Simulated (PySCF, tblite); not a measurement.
# C₆H₁₃NO₂Si: geometry, infrared bands and NMR shifts

Aim: predict the infrared bands and NMR shifts of C₆H₁₃NO₂Si (`C[C@@H]([SiH3])[C@@](C)(C=O)C(N)=O`).

The runs use tblite 0.8.0 and PySCF 2.14.0, with density-fitted response routines of our own; the level of theory stands in each step. All values are computed, except where a source is named. Atoms are numbered from 0 throughout.

## Step 1: The starting structure

23 atoms, charge 0, multiplicity 1; geometry from: force field or distance geometry start.

Bonds of the start (Å): C0–C1 1.51, C1–Si2 1.90, C1–C3 1.48, C3–C4 1.52, C3–C5 1.51, C5–O6 1.21, C3–C7 1.46, C7–N8 1.41, C7–O9 1.27, C0–H10 1.12, C0–H11 1.10, C0–H12 1.11, C1–H13 1.11, Si2–H14 1.47, Si2–H15 1.48, Si2–H16 1.46, C4–H17 1.11, C4–H18 1.11, C4–H19 1.10, C5–H20 1.10, N8–H21 1.06, N8–H22 1.04.

## Step 2: Geometry optimisation with GFN2-xTB

Job settings and geometry (Å):

```
{"job": {"kind": "relax", "xc": "GFN2-xTB", "basis": "xTB"}, "charge": 0, "multiplicity": 1}
C      1.365300     1.082500    -0.669800
C      0.865100    -0.289400    -0.269200
Si     1.729400    -0.825100     1.338800
C     -0.613000    -0.395900    -0.208100
C     -1.177900    -0.095400    -1.582600
C     -1.030600    -1.824400     0.074100
O     -1.720100    -2.460500    -0.691600
C     -1.262300     0.454200     0.782600
N     -1.169700     1.864600     0.762100
O     -1.959100    -0.083100     1.692100
H      0.608400     1.624800    -1.286900
H      2.263700     0.921400    -1.281300
H      1.673100     1.653400     0.231600
H      1.242100    -0.994100    -1.043400
H      0.888500    -1.726400     2.130900
H      2.157600     0.349700     2.131900
H      2.946100    -1.549100     0.978500
H     -0.403600    -0.418600    -2.315600
H     -1.383300     0.986700    -1.677900
H     -2.081000    -0.720100    -1.675900
H     -0.703100    -2.312300     0.998300
H     -0.709300     2.319400     1.600500
H     -1.531000     2.465000    -0.009200
```

The run is started by

```bash
> OMP_NUM_THREADS=1 python probes_run.py task.json out
```

The driver reads the jobs from task.json and runs them one after another.

What it wrote:

```text
step      E/eV     max force
  0    -875.68355    4.763
  1    -875.98796    4.225
  2    -876.17645    0.779
  3    -876.25425    0.942
  4    -876.43998    1.285
  5    -876.51861    1.225
  6    -876.59782    0.638
  7    -876.66778    1.034
  8    -876.71676    0.949
  9    -876.78604    0.579
 10    -876.82935    0.512
 11    -876.86605    0.463
 12    -876.89096    0.652
 13    -876.92521    0.519
 14    -876.98051    0.647
 15    -877.01544    0.593
 16    -877.05525    0.520
 17    -877.08447    0.420
 18    -877.10262    0.450
 19    -877.11889    0.339
 20    -877.13569    0.330
 21    -877.15701    0.539
 22    -877.16713    0.349
 23    -877.17774    0.411
 24    -877.18575    0.272
 25    -877.19121    0.175
 26    -877.19618    0.176
 27    -877.20080    0.181
 28    -877.20618    0.161
 29    -877.21000    0.156
 30    -877.21334    0.138
 31    -877.21685    0.133
 32    -877.22114    0.184
 33    -877.22590    0.160
 34    -877.23110    0.193
 35    -877.23680    0.204
 36    -877.24293    0.181
 37    -877.24861    0.187
 38    -877.25352    0.157
 39    -877.25865    0.204
 40    -877.26477    0.228
 41    -877.27099    0.176
 42    -877.27562    0.167
 43    -877.28013    0.206
 44    -877.28452    0.139
 45    -877.29231    0.234
 46    -877.29615    0.302
 47    -877.30232    0.191
 48    -877.30785    0.244
 49    -877.31238    0.195
 50    -877.31783    0.206
 51    -877.32424    0.187
 52    -877.32821    0.277
 53    -877.33654    0.225
 54    -877.34512    0.208
 55    -877.36195    0.213
 56    -877.36914    0.193
 57    -877.37394    0.287
 58    -877.38168    0.195
 59    -877.38844    0.198
 60    -877.39805    0.214
 61    -877.40186    0.214
 62    -877.40623    0.244
 63    -877.41174    0.242
 64    -877.41821    0.199
 65    -877.42439    0.164
 66    -877.42814    0.214
 67    -877.43235    0.265
 68    -877.43702    0.188
 69    -877.44297    0.215
 70    -877.44772    0.194
 71    -877.45108    0.183
 72    -877.45406    0.140
 73    -877.45810    0.127
 74    -877.46187    0.149
 75    -877.46598    0.133
 76    -877.46923    0.138
 77    -877.47231    0.138
 78    -877.47647    0.157
 79    -877.48183    0.134
 80    -877.48704    0.137
 81    -877.49074    0.119
 82    -877.49338    0.116
 83    -877.49577    0.137
 84    -877.49848    0.130
 85    -877.50121    0.127
 86    -877.50395    0.107
 87    -877.50634    0.129
 88    -877.50884    0.135
 89    -877.51186    0.168
 90    -877.51532    0.154
 91    -877.51805    0.130
 92    -877.51995    0.103
 93    -877.52149    0.084
 94    -877.52307    0.095
 95    -877.52498    0.099
 96    -877.52699    0.109
 97    -877.52860    0.083
 98    -877.53003    0.080
 99    -877.53159    0.085
100    -877.53366    0.094
101    -877.53568    0.110
102    -877.53746    0.102
103    -877.53924    0.103
104    -877.54133    0.097
105    -877.54372    0.122
106    -877.54623    0.129
107    -877.54867    0.125
108    -877.55102    0.131
109    -877.55363    0.108
110    -877.55619    0.150
111    -877.55798    0.127
112    -877.55978    0.103
113    -877.56253    0.138
114    -877.56377    0.135
115    -877.56561    0.129
116    -877.56805    0.149
117    -877.56995    0.094
118    -877.57109    0.128
119    -877.57191    0.083
120    -877.57259    0.114
121    -877.57359    0.097
122    -877.57456    0.068
123    -877.57563    0.070
124    -877.57650    0.113
125    -877.57766    0.100
126    -877.57885    0.092
127    -877.58122    0.113
128    -877.58239    0.108
129    -877.58476    0.100
130    -877.58663    0.101
131    -877.58444    0.584
132    -877.58883    0.169
133    -877.58963    0.130
134    -877.59085    0.130
135    -877.59204    0.208
136    -877.59298    0.095
137    -877.59450    0.075
138    -877.59625    0.107
139    -877.59899    0.131
140    -877.60154    0.133
141    -877.59915    0.760
142    -877.60592    0.100
143    -877.60703    0.098
144    -877.60808    0.156
145    -877.60881    0.204
146    -877.61049    0.312
147    -877.61224    0.250
148    -877.61424    0.159
149    -877.61585    0.150
150    -877.61748    0.094
151    -877.61656    0.522
152    -877.61990    0.067
153    -877.62092    0.082
154    -877.62240    0.215
155    -877.62329    0.072
156    -877.62403    0.058
157    -877.62528    0.055
158    -877.62572    0.084
159    -877.62624    0.154
160    -877.62695    0.134
161    -877.62755    0.103
162    -877.62815    0.057
163    -877.62879    0.063
164    -877.62948    0.091
165    -877.62991    0.088
166    -877.63041    0.085
167    -877.63085    0.055
168    -877.63130    0.051
169    -877.63171    0.045
170    -877.63212    0.060
171    -877.63242    0.069
172    -877.63285    0.078
173    -877.63333    0.077
174    -877.63387    0.063
175    -877.63436    0.050
176    -877.63476    0.043
177    -877.63505    0.043
178    -877.63532    0.043
179    -877.63565    0.040
180    -877.63616    0.061
181    -877.63677    0.058
182    -877.63727    0.082
183    -877.63774    0.056
184    -877.63817    0.083
185    -877.63859    0.046
186    -877.63893    0.039
187    -877.63922    0.031
188    -877.63944    0.034
189    -877.63972    0.035
190    -877.64009    0.069
191    -877.64055    0.051
192    -877.64106    0.046
193    -877.64138    0.041
194    -877.64175    0.045
195    -877.64211    0.045
196    -877.64241    0.035
197    -877.64263    0.049
198    -877.64280    0.048
199    -877.64296    0.033
200    -877.64310    0.024
201    -877.64322    0.023
202    -877.64332    0.020
203    -877.64341    0.028
204    -877.64348    0.025
205    -877.64354    0.018
206    -877.64358    0.012
207    -877.64362    0.013
208    -877.64365    0.009
```

Run time: 3.6 s. Hardware: 1 thread of Arm Neoverse N1, shared host; peak memory 0.18 GiB.

Step by step: (not every step is listed)

| step | energy from step 0 (eV) | largest force (eV/Å) |
| --- | --- | --- |
| 0 | 0.0000 | 4.7634 |
| 1 | -0.3044 | 4.2252 |
| 2 | -0.4929 | 0.7794 |
| 3 | -0.5707 | 0.9425 |
| 4 | -0.7564 | 1.2853 |
| 5 | -0.8351 | 1.2252 |
| 6 | -0.9143 | 0.6384 |
| 7 | -0.9842 | 1.0341 |
| 8 | -1.0332 | 0.9486 |
| 27 | -1.5172 | 0.1807 |
| 46 | -1.6126 | 0.3023 |
| 65 | -1.7408 | 0.1638 |
| 84 | -1.8149 | 0.1302 |
| 103 | -1.8557 | 0.1027 |
| 122 | -1.8910 | 0.0676 |
| 141 | -1.9156 | 0.7601 |
| 160 | -1.9434 | 0.1337 |
| 179 | -1.9521 | 0.0402 |
| 198 | -1.9592 | 0.0484 |
| 203 | -1.9599 | 0.0277 |
| 204 | -1.9599 | 0.0247 |
| 205 | -1.9600 | 0.0182 |
| 206 | -1.9600 | 0.0121 |
| 207 | -1.9601 | 0.0127 |
| 208 | -1.9601 | 0.0087 |

Distances of close pairs at the start and the end, largest changes first:

| bond | before (Å) | after (Å) | change (Å) |
| --- | --- | --- | --- |
| C3–C7 | 1.458 | 1.532 | +0.074 |
| C7–N8 | 1.414 | 1.341 | -0.072 |
| N8–H21 | 1.059 | 1.008 | -0.051 |
| C7–O9 | 1.265 | 1.215 | -0.051 |
| C1–C3 | 1.483 | 1.529 | +0.045 |
| N8–H22 | 1.042 | 1.008 | -0.035 |
| Si2–H15 | 1.481 | 1.452 | -0.029 |
| C0–H10 | 1.117 | 1.089 | -0.028 |

The final coordinates are the input of the step that follows.

## Step 3: Harmonic vibrations with GFN2-xTB

Job settings and geometry (Å):

```
{"job": {"kind": "ir", "xc": "GFN2-xTB", "basis": "xTB"}, "charge": 0, "multiplicity": 1}
C      1.781733     0.815488    -0.830945
C      1.042849    -0.401111    -0.280307
Si     1.679444    -0.775566     1.493494
C     -0.473922    -0.211661    -0.296647
C     -1.014329     0.354127    -1.624165
C     -1.192210    -1.516213    -0.028004
O     -2.388499    -1.621375     0.032502
C     -0.876765     0.691447     0.873966
N     -2.144758     1.129001     0.860769
O     -0.083691     0.980696     1.747604
H      1.553409     0.998659    -1.880008
H      2.854387     0.657310    -0.746455
H      1.527579     1.703400    -0.257079
H      1.269142    -1.250547    -0.933091
H      0.655224    -1.431467     2.304511
H      2.356049     0.347524     2.117443
H      2.712763    -1.808861     1.262297
H     -0.512131    -0.138149    -2.454492
H     -0.837680     1.424017    -1.690712
H     -2.081954     0.167555    -1.721998
H     -0.530760    -2.387376     0.114008
H     -2.475797     1.634276     1.668075
H     -2.824836     0.665808     0.279312
```

What it wrote:

```text
mode    cm-1     km/mol
  1      56.9     13.37
  2      67.1      6.84
  3     112.4      9.63
  4     152.1     36.78
  5     178.4      7.03
  6     210.3      2.75
  7     229.2      0.41
  8     249.3      1.05
  9     278.8     12.06
 10     295.3      4.76
 11     306.7      2.44
 12     327.9      6.22
 13     351.7      3.95
 14     415.6      5.57
 15     436.2      5.33
 16     463.4    106.76
 17     512.0     79.48
 18     555.4     23.58
 19     578.5    146.41
 20     589.9     12.25
 21     649.1     82.18
 22     678.3     16.16
 23     715.7      0.57
 24     746.8    124.37
 25     760.5    196.82
 26     857.7    309.47
 27     877.9     90.17
 28     881.5     49.52
 29     940.4     49.71
 30     963.8     19.71
 31    1012.5      6.82
 32    1052.3     16.30
 33    1054.9     14.09
 34    1094.8      9.89
 35    1105.8      4.83
 36    1169.1     34.09
 37    1216.2     16.46
 38    1250.3      3.27
 39    1298.1    141.36
 40    1321.9      2.50
 41    1362.7      6.71
 42    1402.9      6.22
 43    1419.9      2.67
 44    1449.6    122.39
 45    1487.7     11.60
 46    1498.2      4.63
 47    1512.6      3.80
 48    1522.5      1.12
 49    1736.3    643.47
 50    1759.1    212.37
 51    2136.2    438.92
 52    2266.1    304.38
 53    2360.3    257.99
 54    2810.5     84.71
 55    2930.5     58.28
 56    3006.4     50.00
 57    3024.1     21.82
 58    3033.4     40.83
 59    3034.5     11.76
 60    3041.4     22.87
 61    3048.8     17.39
 62    3439.8     26.49
 63    3504.4     26.09
```

Wall time 2 s (1 thread of Arm Neoverse N1, shared host); peak memory 0.18 GiB.

The strongest bands and the atoms that carry them (share of the mass-weighted mode):

| cm⁻¹ | km/mol | atoms |
| --- | --- | --- |
| 578 | 146.4 | H14 28 %, H15 26 %, H21 12 %, H16 12 % |
| 760 | 196.8 | H14 20 %, H15 16 %, Si2 15 %, C1 15 % |
| 858 | 309.5 | H16 36 %, H14 31 %, H15 26 % |
| 1736 | 643.5 | C7 63 %, O9 30 % |
| 1759 | 212.4 | C5 58 %, O6 39 % |
| 2136 | 438.9 | H16 95 % |
| 2266 | 304.4 | H14 95 % |
| 2360 | 258.0 | H15 96 % |

## Step 4: Nuclear shieldings: PBE0/pcSseg-1

Same as in step 3 but for these lines:

```diff
@@ -1,2 +1,2 @@
-{"job": {"kind": "ir", "xc": "GFN2-xTB", "basis": "xTB"}, "charge": 0, "multiplicity": 1}
+{"job": {"kind": "nmr", "xc": "PBE0", "basis": "pcSseg-1"}, "charge": 0, "multiplicity": 1}
 C      1.781733     0.815488    -0.830945
```

With the program's defaults for keys left out, this is: GIAO PBE0/pcSseg-1 NMR shielding, non-relativistic, gas phase.

What it wrote:

```text
coarse grid: 19440 points
cycle   1  E = -730.1580032423  dE =  1.488e+00  |g| = 1.089e+00  |ddm| = 4.291e+00
cycle   2  E = -729.3997813402  dE =  7.582e-01  |g| = 2.268e+00  |ddm| = 3.050e+00
cycle   3  E = -730.3807660737  dE = -9.810e-01  |g| = 2.312e-01  |ddm| = 2.379e+00
cycle   4  E = -730.3911946518  dE = -1.043e-02  |g| = 9.707e-02  |ddm| = 2.807e-01
cycle   5  E = -730.3930827321  dE = -1.888e-03  |g| = 3.168e-02  |ddm| = 9.753e-02
cycle   6  E = -730.3932605284  dE = -1.778e-04  |g| = 1.183e-02  |ddm| = 3.405e-02
cycle   7  E = -730.3932859145  dE = -2.539e-05  |g| = 2.826e-03  |ddm| = 1.135e-02
cycle   8  E = -730.3932874919  dE = -1.577e-06  |g| = 6.223e-04  |ddm| = 3.605e-03
final grid: 182424 points
cycle   9  E = -730.4721877169  dE = -5.692e-05  |g| = 1.593e-02  |ddm| = 5.396e-02
cycle  10  E = -730.4720577069  dE =  1.300e-04  |g| = 3.060e-02  |ddm| = 3.691e-02
cycle  11  E = -730.4722371105  dE = -1.794e-04  |g| = 2.926e-03  |ddm| = 2.554e-02
cycle  12  E = -730.4722389009  dE = -1.790e-06  |g| = 3.522e-04  |ddm| = 2.623e-03
cycle  13  E = -730.4722389270  dE = -2.607e-08  |g| = 1.488e-04  |ddm| = 5.883e-04
cycle  14  E = -730.4722389316  dE = -4.573e-09  |g| = 5.172e-05  |ddm| = 1.812e-04
cycle  15  E = -730.4722389320  dE = -3.965e-10  |g| = 2.672e-05  |ddm| = 5.568e-05
converged SCF energy = -730.4722389320

GIAO shielding tensors (ppm)
atom      isotropic    diamagn.    paramagn.     s11        s22        s33       span
  0 C      173.263     246.696     -73.433    163.650    171.394    184.747     21.096
  1 C      163.195     249.857     -86.662    150.739    161.003    177.844     27.105
  2 Si     419.725     879.353    -459.628    366.344    411.673    481.158    114.813
  3 C      124.778     257.274    -132.497    108.766    128.175    137.392     28.625
  4 C      159.549     246.539     -86.990    139.069    159.076    180.502     41.434
  5 C      -30.135     251.169    -281.305   -121.978    -49.120     80.692    202.671
  6 O     -348.316     399.217    -747.533   -969.409   -441.155    365.615   1335.023
  7 C        7.376     250.195    -242.819    -72.521      6.009     88.640    161.161
  8 N      149.081     324.627    -175.547     63.009    169.660    214.573    151.564
  9 O      -74.616     405.597    -480.213   -333.875   -188.400    298.427    632.302
 10 H       30.458      30.863      -0.406     24.960     29.444     36.969     12.009
 11 H       30.360      29.275       1.085     25.215     28.278     37.588     12.373
 12 H       30.554      31.347      -0.793     26.419     29.596     35.645      9.226
 13 H       30.521      33.971      -3.451     27.122     27.590     36.850      9.727
 14 H       27.788      30.091      -2.302     24.292     26.613     32.461      8.169
 15 H       27.375      29.856      -2.481     23.913     25.930     32.282      8.369
 16 H       27.602      29.606      -2.004     23.659     25.564     33.583      9.924
 17 H       30.589      31.511      -0.921     25.349     29.638     36.782     11.433
 18 H       30.075      31.475      -1.399     26.411     28.810     35.006      8.595
 19 H       29.996      32.574      -2.578     25.832     29.049     35.107      9.275
 20 H       21.653      30.820      -9.167     18.057     20.637     26.265      8.208
 21 H       27.021      30.843      -3.822     22.348     23.473     35.242     12.894
 22 H       25.736      34.956      -9.219     19.904     25.987     31.318     11.414
```

It took 1.9 min on 1 thread of Arm Neoverse N1, shared host; peak memory 1 GiB.

Shifts follow as δ = σ(reference) − σ, with reference shieldings (ppm) from runs at the same level and on the same kind of geometry: 1H TMS 31.72, 13C TMS 186.9, 29Si TMS 349.2, 15N NH3 267.7, 17O H2O 336.1. The references are single molecules in the gas phase, so shifts against H2O, NH3, PH3, H3PO4 or CFCl3 are not on the usual liquid scales and can be off by tens of ppm. Atoms listed in one row are averaged.

| atoms | environment | σ (ppm) | δ (ppm) | δ scaled to CDCl3 |
| --- | --- | --- | --- | --- |
| C5 | aldehyde carbonyl carbon | -30.1 | 217.1 | 209.9 |
| C7 | amide carbonyl carbon | 7.4 | 179.5 | 173.3 |
| C3 | quaternary sp3 carbon α to a carbonyl | 124.8 | 62.1 | 58.7 |
| C4 | methyl carbon | 159.5 | 27.4 | 24.8 |
| C1 | sp3 CH bonded to Si | 163.2 | 23.7 | 21.2 |
| C0 | methyl carbon | 173.3 | 13.7 | 11.4 |
| H20 | hydrogen on an aldehyde carbonyl carbon | 21.65 | 10.06 | 9.59 |
| H22 | hydrogen on an amide-type nitrogen | 25.74 | 5.98 | – |
| H21 | hydrogen on an amide-type nitrogen | 27.02 | 4.70 | – |
| H14, H15, H16 | hydrogen on a silicon bonded to C | 27.59 | 4.13 | – |
| H17, H18, H19 | hydrogen on a methyl carbon | 30.22 | 1.50 | 1.52 |
| H10, H11, H12 | hydrogen on a methyl carbon | 30.46 | 1.26 | 1.29 |
| H13 | hydrogen on an sp3 CH bonded to Si | 30.52 | 1.20 | 1.23 |
| Si2 | silicon bonded to C, 3 H | 419.7 | -70.6 | – |
| O6 | aldehyde oxygen | -348.3 | 684.4 | – |
| O9 | amide-type carbonyl oxygen | -74.6 | 410.7 | – |
| N8 | amide-type nitrogen | 149.1 | 118.6 | – |

The scaled column applies a straight-line fit of computed shieldings to shifts measured in CDCl3 (root-mean-square error 0.16 ppm for H, 1.9 ppm for C).

The run also stored atomic charges by several schemes (e):

| atoms | Mulliken | IAO | Hirshfeld | ESP fit |
| --- | --- | --- | --- | --- |
| C0 | -0.20 | -0.41 | -0.12 | -0.43 |
| C1 | -0.45 | -0.37 | -0.11 | 0.12 |
| Si2 | 0.54 | 0.60 | 0.27 | 0.38 |
| C3 | -0.70 | -0.07 | 0.00 | 0.17 |
| C4 | -0.12 | -0.41 | -0.12 | -0.50 |
| C5 | 0.40 | 0.27 | 0.14 | 0.39 |
| O6 | -0.36 | -0.39 | -0.21 | -0.46 |
| C7 | 0.58 | 0.44 | 0.19 | 0.64 |
| N8 | -0.36 | -0.49 | -0.16 | -0.89 |
| O9 | -0.45 | -0.48 | -0.22 | -0.53 |

Mayer bond orders: C0–C1 1.05, C1–Si2 0.83, C1–C3 0.99, C3–C4 0.99, C3–C5 0.89, C5–O6 1.99, C3–C7 0.88, C7–N8 1.26, C7–O9 1.80.

## Step 5: Outcome

| quantity | value |
| --- | --- |
| strongest single infrared mode (GFN2-xTB) | 1736 cm⁻¹, 643 km/mol |
| zero-point energy (GFN2-xTB) | 112.7 kcal/mol |
| 13C shifts against TMS (PBE0/pcSseg-1) | 217.1, 179.5, 62.1, 27.4, 23.7, 13.7 ppm |
| 1H shifts against TMS (PBE0/pcSseg-1, means over atoms taken as alike) | 10.06, 5.98, 4.70, 4.13, 1.50, 1.26, 1.20 ppm |
| 29Si shifts against TMS (PBE0/pcSseg-1) | -70.6 ppm |
| 17O shifts against H2O (PBE0/pcSseg-1) | 684.4, 410.7 ppm |
| 15N shifts against NH3 (PBE0/pcSseg-1) | 118.6 ppm |

What this shows: Relaxing lowered the energy by 1.960 eV in 208 steps; the close pair that moved most is C3–C7, from 1.458 to 1.532 Å. No mode is imaginary among the 63: a minimum at this level. The strongest single mode, at 1736 cm⁻¹, moves mainly C7. Unscaled tight-binding wavenumbers are off by several per cent, some by more. Its intensities can rank the bands wrongly. The most deshielded carbon is C5 (aldehyde carbonyl carbon), at 217.1 ppm: the double bond to the heteroatom, with no lone-pair donor beside it, deshields it most. The most deshielded hydrogen is H20 (hydrogen on an aldehyde carbonyl carbon), at 10.06 ppm: the C=O anisotropy and electron withdrawal place aldehyde protons far downfield. At PBE0/pcSseg-1: The largest span, 1335 ppm, is at O6, where the paramagnetic term is -748 ppm.
